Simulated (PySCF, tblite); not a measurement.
# C₄H₈GeO₂S: geometry, infrared bands and NMR shifts

Aim: predict the infrared bands and NMR shifts of C₄H₈GeO₂S (`C1C[C@@H]2O[C@H]1[O][GeH2][S]2`).

The runs use tblite 0.8.0 and PySCF 2.14.0, with density-fitted response routines of our own; the level of theory stands in each step. All values are computed, except where a source is named. Atoms count from 0, in the outputs and in this text.

**1. The starting structure**

16 atoms, charge 0, multiplicity 1; geometry from: force field or distance geometry start.

Bonds of the start (Å): C0–C1 1.52, C1–C2 1.53, C2–O3 1.41, O3–C4 1.35, C4–O5 1.41, O5–Ge6 1.79, Ge6–S7 2.22, C4–C0 1.51, S7–C2 1.83, C0–H8 1.10, C0–H9 1.12, C1–H10 1.10, C1–H11 1.10, C2–H12 1.09, C4–H13 1.12, Ge6–H14 1.57, Ge6–H15 1.55.

**2. Relaxing the molecule with GFN2-xTB**

What the job is given:

```
{"job": {"kind": "relax", "xc": "GFN2-xTB", "basis": "xTB"}, "charge": 0, "multiplicity": 1}
C     -0.634800     0.745400    -0.282100
C     -1.442000    -0.545900    -0.343100
C     -0.621900    -1.403800     0.617700
O     -0.326500    -0.498500     1.658100
C     -0.152600     0.742500     1.149100
O      1.161000     1.247100     1.256700
Ge     2.140100     0.238900     0.145000
S      0.994800    -1.627400    -0.207500
H      0.178500     0.727700    -1.015700
H     -1.296600     1.617200    -0.518100
H     -2.489200    -0.415600    -0.020100
H     -1.430300    -0.995100    -1.350400
H     -1.100200    -2.322700     0.947500
H     -0.770700     1.494500     1.697400
H      2.225700     1.066100    -1.182300
H      3.557200    -0.061500     0.703900
```

Run with:

```console
$ OMP_NUM_THREADS=1 python probes_run.py task.json out
```

The driver reads the jobs from task.json and runs them one after another.

**Question.** This job is followed by: GFN2-xTB harmonic vibrations, gas phase; GIAO PBE0/pcSseg-1 NMR shielding, non-relativistic, gas phase. What will the session give for the following? strongest single infrared mode (GFN2-xTB); zero-point energy (GFN2-xTB); 13C shifts against TMS (PBE0/pcSseg-1); 1H shifts against TMS (PBE0/pcSseg-1); 17O shifts against H2O (PBE0/pcSseg-1); 73Ge shifts against GeMe4 (PBE0/pcSseg-1); 33S shifts against CS2 (PBE0/pcSseg-1); surface potential, 1st and 99th percentile.

As calculated:

```
                                 quantity                                               value
strongest single infrared mode (GFN2-xTB)                               1983 cm⁻¹, 362 km/mol
             zero-point energy (GFN2-xTB)                                       71.4 kcal/mol
   13C shifts against TMS (PBE0/pcSseg-1)                         106.9, 86.5, 40.0, 36.3 ppm
    1H shifts against TMS (PBE0/pcSseg-1)  6.02, 5.97, 5.79, 5.26, 2.64, 2.55, 2.33, 1.96 ppm
   17O shifts against H2O (PBE0/pcSseg-1)                                     147.3, 95.6 ppm
73Ge shifts against GeMe4 (PBE0/pcSseg-1)                                             -34 ppm
   33S shifts against CS2 (PBE0/pcSseg-1)                                              16 ppm
    surface potential, 1st and 99th percentile                                  -1.22 V and 1.20 V
```

What this shows: Relaxing lowered the energy by 0.971 eV in 72 steps; the close pair that moved most is Ge6–H14, from 1.566 to 1.502 Å. No mode is imaginary among the 42: a minimum at this level. The strongest single mode, at 1983 cm⁻¹, moves mainly H14. Unscaled tight-binding wavenumbers are off by several per cent, some by more. Its intensities can rank the bands wrongly. At PBE0/pcSseg-1: Shielding is most anisotropic at S7 (span 547 ppm, paramagnetic term -569 ppm). Spin-orbit coupling is left out, which matters for shieldings and couplings at and beside the heavy atoms.
